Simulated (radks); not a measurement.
**Zn³⁺ in [Ar] 3d8 4f1: an all-electron calculation**

An exercise on one series of results from a longer session: the logs are not shown, and one member is left open.

Method: Dirac Kohn-Sham, exchange-only B88, spin-unpolarised, spherical densities, finite nucleus; open shells fill j = l - 1/2 first. Code: radks (a radial shooting solver on a logarithmic mesh, Libxc functionals) version 1.

## Starting point

| Property | Result |
| --- | --- |
| element | zinc (Z = 30) |
| charge | +3 |
| electrons | 27 |
| configuration | [Ar] 3d8 4f1 |
| nuclear rms radius | 3.9283 fm |

The first run:

Settings of this run:

```text
Z 30
configuration [Ar] 3d8 4f1
relativity Dirac
functional b88,
spin unpolarised
j_filling energy
nucleus finite rms 3.9283 fm
c 137.035999084
```

One table of the session follows, with a row left open; its other results are not shown here.

It belongs to the step «Shells». From the orbitals of this run (lengths in bohr):

```
level      <r>  outermost maximum (interpolated)  90 % within  nodes
1s1/2  0.05030                            0.0329       0.0899      0
2s1/2        ?                                 ?            ?      ?
2p1/2   0.1959                             0.150        0.321      0
2p3/2   0.1993                             0.153        0.326      0
3s1/2   0.6722                             0.585         1.00      2
3p1/2   0.6907                             0.583         1.06      1
3p3/2   0.7005                             0.590         1.08      1
3d3/2   0.7735                             0.548         1.29      0
3d5/2   0.7775                             0.550         1.30      0
4f5/2    4.426                              3.94         6.45      0
4f7/2    4.426                              3.94         6.45      0
```

Q: Estimate the row for 2s1/2 from the others.

The run gave: <r>: 0.2260; outermost maximum (interpolated): 0.189; 90 % within: 0.350; nodes: 1. In the column «<r>» it lies between 2p3/2 (0.1993) and 3s1/2 (0.6722).
